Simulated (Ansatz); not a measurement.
# Na2TiCdC6N6: the cost of one run

Method: DFT PBE, scalar-relativistic, plane waves, PAW, in Ansatz 0.2.0.

## Step 1: The starting structure

Symmetry: Fm-3m, No. 225, cubic system. The conventional cell has a = 10.402 Å, b = 10.402 Å, c = 10.402 Å, α = 90.00°, β = 90.00°, γ = 90.00°. Na (site symmetry -43m) has 12 N at 3.72 Å and 12 C at 3.73 Å in its first shell of neighbours. Ti (site symmetry m-3m) is surrounded by 6 N at 2.03 Å. Around Cd (site symmetry m-3m) lie 6 C at 2.00 Å. Around C (site symmetry 4mm) lie 1 N at 1.17 Å and 1 Cd at 2.00 Å. N (site symmetry 4mm) has 1 C at 1.17 Å and 1 Ti at 2.03 Å in its first shell of neighbours.

Structure file:

```cif
data_structure
_symmetry_space_group_name_H-M 'P 1'
_symmetry_Int_Tables_number 1
_cell_length_a 7.3553
_cell_length_b 7.3553
_cell_length_c 7.3553
_cell_angle_alpha 60.000
_cell_angle_beta 60.000
_cell_angle_gamma 60.000
_cell_volume 281.38
loop_
_atom_site_label
_atom_site_type_symbol
_atom_site_fract_x
_atom_site_fract_y
_atom_site_fract_z
_atom_site_occupancy
Na1 Na 0.25000 0.25000 0.25000 1
Na2 Na 0.75000 0.75000 0.75000 1
Ti1 Ti 0.50000 0.50000 0.50000 1
Cd1 Cd 0.00000 0.00000 0.00000 1
C1 C 0.80763 0.19237 0.19237 1
C2 C 0.19237 0.80763 0.19237 1
C3 C 0.19237 0.19237 0.80763 1
C4 C 0.19237 0.80763 0.80763 1
C5 C 0.80763 0.19237 0.80763 1
C6 C 0.80763 0.80763 0.19237 1
N1 N 0.69515 0.30485 0.30485 1
N2 N 0.30485 0.69515 0.30485 1
N3 N 0.30485 0.30485 0.69515 1
N4 N 0.30485 0.69515 0.69515 1
N5 N 0.69515 0.30485 0.69515 1
N6 N 0.69515 0.69515 0.30485 1
```

A structure generator made this guess: cyanide-bridged rock-salt net of two metals, 2 guest cations a cell (Fm-3m, No. 225). Its size is a rough estimate.

## Step 2: A first look at the guess

Input file input.yaml:

```yaml
crystal:
  lattice:
    - [0.0, 5.201, 5.201]
    - [5.201, 0.0, 5.201]
    - [5.201, 5.201, 0.0]
  atoms:
    - { symbol: Na, position: [0.25, 0.25, 0.25] }
    - { symbol: Na, position: [0.75, 0.75, 0.75] }
    - { symbol: Ti, position: [0.5, 0.5, 0.5], spin: 1.0 }
    - { symbol: Cd, position: [0.0, 0.0, 0.0] }
    - { symbol: C, position: [0.80763315, 0.19236685, 0.19236685] }
    - { symbol: C, position: [0.19236685, 0.80763315, 0.19236685] }
    - { symbol: C, position: [0.19236685, 0.19236685, 0.80763315] }
    - { symbol: C, position: [0.19236685, 0.80763315, 0.80763315] }
    - { symbol: C, position: [0.80763315, 0.19236685, 0.80763315] }
    - { symbol: C, position: [0.80763315, 0.80763315, 0.19236685] }
    - { symbol: "N", position: [0.69515478, 0.30484522, 0.30484522] }
    - { symbol: "N", position: [0.30484522, 0.69515478, 0.30484522] }
    - { symbol: "N", position: [0.30484522, 0.30484522, 0.69515478] }
    - { symbol: "N", position: [0.30484522, 0.69515478, 0.69515478] }
    - { symbol: "N", position: [0.69515478, 0.30484522, 0.69515478] }
    - { symbol: "N", position: [0.69515478, 0.69515478, 0.30484522] }
basis:
  ecutwfc: 420
kpoints:
  mp_grid: { grid: [4, 4, 4] }
hamiltonian:
  xc: pbe
scf:
  occupations: { method: gaussian, width: 0.1 }
  lower_state_search: "off"
output:
  forces: true
  stress: true
  eigenvalues: true
  populations: true
magnetization:
  spin_polarized: true
```

The run is started by

```
$ ansatz run input.yaml --threads 1 --pin off --max-ram 2560MiB --backend cpu --events-out ev --progress --plain --runs-dir out
```

**Question.** How long does this run take on 1 thread of Intel Xeon Platinum 8488C (Sapphire Rapids), shared host, and how much memory does it need?

About 28 s, with a peak of 0.85 GiB.
